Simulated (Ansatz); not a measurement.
Molecular dynamics of WC

Input file:

```yaml
accuracy: low
crystal:
  lattice:
    - [-2.84482, -4.927373, 0.0]
    - [4.26723, -2.463686, 0.0]
    - [0.0, 0.0, 5.58812]
  atoms:
    - { symbol: W, position: [0.75, 0.5, 0.0] }
    - { symbol: C, position: [0.5, 0.6666667, 0.25] }
    - { symbol: W, position: [0.75, 0.5, 0.5] }
    - { symbol: C, position: [0.5, 0.6666667, 0.75] }
    - { symbol: W, position: [0.5, 0.0, 0.0] }
    - { symbol: C, position: [0.25, 0.1666667, 0.25] }
    - { symbol: W, position: [0.5, 0.0, 0.5] }
    - { symbol: C, position: [0.25, 0.1666667, 0.75] }
    - { symbol: W, position: [0.25, 0.5, 0.0] }
    - { symbol: C, position: [0.0, 0.6666667, 0.25] }
    - { symbol: W, position: [0.25, 0.5, 0.5] }
    - { symbol: C, position: [0.0, 0.6666667, 0.75] }
    - { symbol: W, position: [0.0, 0.0, 0.0] }
    - { symbol: C, position: [0.75, 0.1666667, 0.25] }
    - { symbol: W, position: [0.0, 0.0, 0.5] }
    - { symbol: C, position: [0.75, 0.1666667, 0.75] }
basis:
  ecutwfc: 420.0
kpoints:
  mp_grid: { grid: [2, 2, 2] }
hamiltonian:
  xc: pbesol
  pseudopotentials: { kind: paw, azcp: { folder: soft_1 } }
scf:
  occupations: { method: fermi_dirac, width: 0.36 }
  lower_state_search: "off"
md:
  timestep: 0.75
  n_steps: 180
  ensemble: nvt_langevin
  temperature: 4200.0
  initial_velocities: maxwell_boltzmann
  seed: 91657
  friction: 0.02
```

Run as:

```bash
$ ansatz run input.yaml --threads 1 --pin off --max-ram 3072MiB --backend cpu --events-out ev --progress --plain --runs-dir out
```

It starts from an unrelaxed structure (largest force component 0.07 eV/Å).

Output, in part (step lines):

```
md step     0: t =     0.00 fs  T =  3937.5 K  F+E_penalty+E_count = -84037.46006748 eV  E_kin = 8.143380 eV  (9 SCF iters)
md step     1: t =     0.75 fs  T =  3969.4 K  F+E_penalty+E_count = -84037.42265712 eV  E_kin = 8.209357 eV  (6 SCF iters)
md step     2: t =     1.50 fs  T =  4029.4 K  F+E_penalty+E_count = -84037.31568852 eV  E_kin = 8.333466 eV  (6 SCF iters)
md step     3: t =     2.25 fs  T =  3963.3 K  F+E_penalty+E_count = -84037.14475976 eV  E_kin = 8.196803 eV  (6 SCF iters)
md step     4: t =     3.00 fs  T =  3876.9 K  F+E_penalty+E_count = -84036.91988607 eV  E_kin = 8.018095 eV  (6 SCF iters)
md step     5: t =     3.75 fs  T =  3804.3 K  F+E_penalty+E_count = -84036.64707415 eV  E_kin = 7.867943 eV  (5 SCF iters)
md step     6: t =     4.50 fs  T =  3680.4 K  F+E_penalty+E_count = -84036.33135183 eV  E_kin = 7.611645 eV  (5 SCF iters)
md step     7: t =     5.25 fs  T =  3445.3 K  F+E_penalty+E_count = -84035.99267385 eV  E_kin = 7.125489 eV  (5 SCF iters)
[... lines left out ...]
md step   179: t =   134.25 fs  T =  5934.4 K  F+E_penalty+E_count = -84029.08786607 eV  E_kin = 12.273324 eV  (5 SCF iters)
md step   180: t =   135.00 fs  T =  6014.0 K  F+E_penalty+E_count = -84028.97528027 eV  E_kin = 12.437966 eV  (7 SCF iters)
```

The steps, from the saved trajectory:

```
time (fs)  T (K)  potential energy less start (eV)
        0   3938                             0.000
      4.5   3680                             1.129
        9   3147                             3.324
     13.5   3138                             5.290
       18   3079                             5.985
     22.5   2772                             6.743
       27   2916                             7.887
     31.5   2823                             9.016
       36   3100                             9.408
     40.5   4429                             9.763
       45   4437                            10.005
     49.5   4047                            10.284
       54   5160                             9.578
     58.5   5303                             9.372
       63   5281                            10.218
     67.5   4342                            10.003
       72   4608                             9.493
     76.5   4105                             9.119
       81   4828                             6.832
     85.5   5217                             5.314
       90   4776                             6.038
     94.5   4651                             6.974
       99   4346                             7.337
    103.5   4419                             8.099
      108   4049                             9.397
    112.5   4490                             9.948
      117   4628                            10.801
    121.5   3929                            11.500
      126   4185                            10.763
    130.5   6177                             8.428
      135   6014                             8.485
```

The run went to its last step. A run of 0.14 ps of so small a system gives no equilibrium averages. Limits of this set-up: coarse k mesh, PAW files made for another functional, low accuracy level.

Mean squared displacements from the first frame to the last, about the centre of mass: W 0.04 Å², C 0.06 Å².

Last frame:

```xyz
16
Lattice="-2.8448 -4.9274 0.0000 4.2672 -2.4637 0.0000 0.0000 0.0000 5.5881" Properties=species:S:1:pos:R:3
W -0.076 -5.191 0.211
C 1.348 -4.287 1.359
W -0.146 -5.133 2.987
C 1.118 -4.170 4.373
W -1.693 -2.543 -0.162
C -0.114 -1.824 1.561
W -1.774 -2.356 2.843
C -0.002 -1.780 3.901
W 1.261 -2.577 -0.097
C 2.760 -1.833 1.567
W 1.366 -2.586 2.744
C 2.557 -1.798 4.425
W -0.174 -0.258 0.001
C -1.581 -4.001 1.349
W -0.034 -0.106 2.832
C -1.535 -4.588 4.379
```

Time of the run: 27 min on 1 thread of Arm Neoverse N1 (shared host), peak memory 0.6 GiB.
